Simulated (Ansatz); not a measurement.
# GaSiH₇O: small, medium and large basis sets

How large a basis does GaSiH₇O need? Two functionals are run in growing sets.

The runs use Ansatz 0.2.0, Gaussian basis; one geometry, several basis sets.

Plan: PBE0-D4/def2-SVP; ωB97M-V/def2-SVP; PBE0-D4/def2-QZVPP; ωB97M-V/def2-QZVPP; the functionals' def2-TZVPP values are taken from earlier runs.

### 1 The geometry

An earlier PBE0-D4/def2-TZVP relaxation fixed the geometry.

SMILES `[SiH3][OH+][GaH3-]`, 10 atoms, charge 0, spin multiplicity 1.

Atoms are counted from 1 here; the program's logs count them from 0.

Bond lengths: Si1–O2 1.686 Å, Si1–H4 1.485 Å, Si1–H5 1.480 Å, Si1–H6 1.475 Å, O2–Ga3 2.176 Å, O2–H7 0.960 Å, Ga3–H8 1.571 Å, Ga3–H9 1.583 Å, Ga3–H10 1.578 Å. Angles: O2–Si1–H4 106.7°, O2–Si1–H5 110.5°, O2–Si1–H6 105.9°, H4–Si1–H5 110.0°, H4–Si1–H6 111.6°, H5–Si1–H6 112.0°, Si1–O2–Ga3 118.1°, Si1–O2–H7 117.7°, Ga3–O2–H7 112.1°, O2–Ga3–H8 100.1°, O2–Ga3–H9 92.2°, O2–Ga3–H10 95.6°, H8–Ga3–H9 118.9°, H8–Ga3–H10 119.6°, H9–Ga3–H10 118.3°.

### 2 PBE0-D4 in def2-SVP

in.yaml reads:

```yaml
crystal:
  periodic: [false, false, false]
  atoms:
    - {symbol: Si, position_ang: [-0.484692, 0.680133, -1.289315]}
    - {symbol: O, position_ang: [-0.772191, -0.233739, 0.097528]}
    - {symbol: Ga, position_ang: [0.882117, -0.550978, 1.475179]}
    - {symbol: H, position_ang: [-1.767064, 0.739986, -2.034953]}
    - {symbol: H, position_ang: [0.556036, 0.040651, -2.124897]}
    - {symbol: H, position_ang: [-0.069647, 2.013209, -0.814499]}
    - {symbol: H, position_ang: [-1.323937, -1.014801, 0.010141]}
    - {symbol: H, position_ang: [0.306577, 0.146588, 2.760318]}
    - {symbol: H, position_ang: [1.885630, 0.253474, 0.552580]}
    - {symbol: H, position_ang: [0.870270, -2.125624, 1.370919]}
basis:
  gaussian: {orbitals: def2-SVP}
hamiltonian: {xc: pbe0, dispersion: d4}
output: {orbitals: {seedname: orbitals}}
```

The run is started by

```bash
ansatz run in.yaml --threads 2 --pin off --events-out ev --progress --plain --max-ram 32768MiB --backend cpu
```

The runs that follow: ωB97M-V in def2-SVP; PBE0-D4 in def2-QZVPP; ωB97M-V in def2-QZVPP.

Q: Predict the results of all the runs planned. Wanted: PBE0-D4: double and triple zeta above quadruple; ωB97M-V: double and triple zeta above quadruple.

The runs gave:

```
                                       quantity           value
PBE0-D4: double and triple zeta above quadruple  13.81, 1.60 eV
ωB97M-V: double and triple zeta above quadruple  13.87, 1.54 eV
```

**Reading.** For PBE0-D4 the step from double to triple zeta gains 12.21 eV and the next only 1.60 eV. Total energies overstate the basis error of differences, where much of it tends to cancel. The LUMO of ωB97M-V is positive and keeps falling with the basis (1.21 to 0.41 eV): an unbound level that the basis holds in place.
